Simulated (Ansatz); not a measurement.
**MnGaGe: magnetic order and moments**

One table from this session's results is given with a row withheld; the runs are named, their logs left out.

Program: Ansatz 0.2.0. Level of theory: DFT PBEsol, scalar-relativistic, plane waves, PAW. These are calculated values, not measurements.

## The system as given

The structure is tetragonal, space group P4/nmm (No. 129). The conventional cell has a = 3.946 Å, b = 3.946 Å, c = 5.911 Å, α = 90.00°, β = 90.00°, γ = 90.00°. Mn (site symmetry -4m2) is surrounded by 4 Ge at 2.58 Å and 4 Ga at 2.64 Å and 4 Mn at 2.79 Å. Ga (site symmetry 4mm) has 5 Ge at 2.50 to 2.79 Å and 4 Mn at 2.64 Å as nearest neighbours. Around Ge (site symmetry 4mm) lie 5 Ga at 2.50 to 2.79 Å and 4 Mn at 2.58 Å.

Structure file:

```cif
data_structure
_symmetry_space_group_name_H-M 'P4/nmm:1'
_symmetry_Int_Tables_number 129
_cell_length_a 3.9460
_cell_length_b 3.9460
_cell_length_c 5.9109
_cell_angle_alpha 90.000
_cell_angle_beta 90.000
_cell_angle_gamma 90.000
_cell_volume 92.04
loop_
_atom_site_label
_atom_site_type_symbol
_atom_site_symmetry_multiplicity
_atom_site_Wyckoff_symbol
_atom_site_fract_x
_atom_site_fract_y
_atom_site_fract_z
_atom_site_occupancy
Mn1 Mn 2 a 0.00000 0.00000 0.00000 1
Ga1 Ga 2 c 0.00000 0.50000 0.70377 1
Ge1 Ge 2 c 0.00000 0.50000 0.28095 1
```

The structure comes from the Materials Project (structure only); it is used as listed.

Set-up of the first run:

input.yaml reads:

```yaml
crystal:
  lattice:
    - [3.945957, 0.0, 0.0]
    - [0.0, 3.945957, 0.0]
    - [0.0, 0.0, 5.910882]
  atoms:
    - { symbol: Mn, position: [0.0, 0.0, 0.0], spin: 4.0 }
    - { symbol: Mn, position: [0.5, 0.5, 0.0], spin: 4.0 }
    - { symbol: Ga, position: [0.0, 0.5, 0.703773] }
    - { symbol: Ga, position: [0.5, 0.0, 0.296227] }
    - { symbol: Ge, position: [0.0, 0.5, 0.280947] }
    - { symbol: Ge, position: [0.5, 0.0, 0.719053] }
basis:
  ecutwfc: 420
kpoints:
  mp_grid: { grid: [4, 4, 4] }
hamiltonian:
  xc: pbesol
scf:
  occupations: { method: gaussian, width: 0.1 }
output:
  forces: true
  stress: true
  eigenvalues: true
  populations: true
magnetization:
  spin_polarized: true
```

On the command line:

```
$ ansatz run input.yaml --threads 1 --pin off --max-ram 2560MiB --backend cpu --events-out ev --progress --plain --runs-dir out
```

Among the steps run: A first look at the start; The base run; Magnetic start: no spin polarisation; Magnetic start: ferromagnetic; Start: large parallel starting moments; Magnetic start: antiferromagnetic in the cell, signs +-; Magnetic start: small parallel starting moments.

One table of the session follows, with a row left open; its other results are not shown here.

It belongs to the step «The magnetic starts in order of energy». 

```
                                  start  energy above the lowest (meV/atom)  pressure (GPa)
                          ferromagnetic                                0.00            -6.1
        large parallel starting moments                                0.00            -6.1
        small parallel starting moments                                0.00            -6.1
antiferromagnetic in the cell, signs +-                                   ?               ?
                                no spin                                 129           -10.8
```

Estimate the missing values for antiferromagnetic in the cell, signs +-.

**Answer.** energy above the lowest (meV/atom): 31.6; pressure (GPa): -3.3. In the column «energy above the lowest (meV/atom)» it lies between small parallel starting moments (0.00) and no spin (129).
